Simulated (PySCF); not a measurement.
**[La(SH)2]+: other functionals and bases at one geometry**

The task here is to estimate one member of a computed series from the others.

Computed with PySCF 2.14.0. Level: several levels, as the steps say, no spin–orbit coupling.

1 further run of the same task is left out (for a known fault of the program).

**The system as given**

5 atoms, charge 1, spin multiplicity 1.

Bond lengths: La1–S2 2.608 Å, La1–S4 2.608 Å, S2–H3 1.357 Å, S4–H5 1.357 Å. Angles: S2–La1–S4 101.0°, La1–S2–H3 97.4°, La1–S4–H5 97.4°.

As a file:

```
atom     x (Å)     y (Å)     z (Å)
 La1   0.00000   0.00000  -0.80121
  S2   2.00912  -0.13026   0.85719
  H3   2.99763  -0.20199  -0.07031
  S4  -2.00912   0.13026   0.85719
  H5  -2.99763   0.20199  -0.07031
```

Formal oxidation states: La +3. The 4f shell is empty and lies in the core potential. An earlier session relaxed this geometry at PBE0, La lcecp-1-SVP with ECP46, S def2-SVP, H def2-SVP (singlet, point group C2v).

At PBE0 on the finer grid: E = -828.489859 Eh, HOMO -11.86 eV, LUMO -7.05 eV, Mulliken charge on La1 +1.18 e, largest force component 0.004 eV/Å. The large-core potential holds the 4f shell empty.

Levels to run: TPSS; HF; PBE0, TZVP. Hardware: 2 threads of Arm Neoverse V1, shared host.

Set-up of the first run:

run.py (the lines that set the calculation)

```python
mol = gto.M(atom='''
La     0.00000     0.00000    -0.80121
S      2.00912    -0.13026     0.85719
H      2.99763    -0.20199    -0.07031
S     -2.00912     0.13026     0.85719
H     -2.99763     0.20199    -0.07031''',
    basis={'La': 'lcecp-1-SVP', 'S': 'def2-SVP', 'H': 'def2-SVP'},
    ecp={'La': 'lcecp-1-SVP'},
    charge=1, spin=0)
mf = dft.RKS(mol, xc='TPSS')
mf.grids.atom_grid = (75, 302)  # f atoms: unpruned, at least (60, 302)
mf = mf.density_fit()  # fitting sets: La AutoAux, S def2-universal-JKFIT, H def2-universal-JKFIT
mf.conv_tol = 1e-08; mf.max_cycle = 55
mf.kernel(dm0)  # dm0: the density of the relaxed state
```

The run is started by

```sh
$ OMP_NUM_THREADS=2 python run.py
```

Among the steps run: TPSS; HF; PBE0, TZVP.

One of the session's tables, all rows but one given; the rest of the session is left out.

```
              level  HOMO (eV)  gap (eV)  charge on La1 (e)  dipole (D)  largest force component (eV/Å)
PBE0 (relaxed here)     -11.86      4.81               1.18        8.07                            0.00
               TPSS     -10.85      3.26               1.16        7.75                            0.40
                 HF          ?         ?                  ?           ?                               ?
         PBE0, TZVP     -11.80      4.84               1.43        7.71                            0.20
```

**Question.** Estimate the row for HF.

As computed: HOMO (eV): -14.21; gap (eV): 9.32; charge on La1 (e): 1.45; dipole (D): 9.74; largest force component (eV/Å): 0.78. In the column «HOMO (eV)» it is the lowest.

The dipole of a charged species depends on the origin, so these sizes hold for this origin alone.

In one basis the HOMO–LUMO gap runs from 3.26 eV (TPSS) to 9.32 eV (HF). The largest leftover force, 0.78 eV/Å with HF, stands at a geometry relaxed at another level. With 4f in the core, its levels are missing from HOMO and gap, and its count is fixed, so no charge can pass from the ligands into it. Total energies of different levels can't be compared.
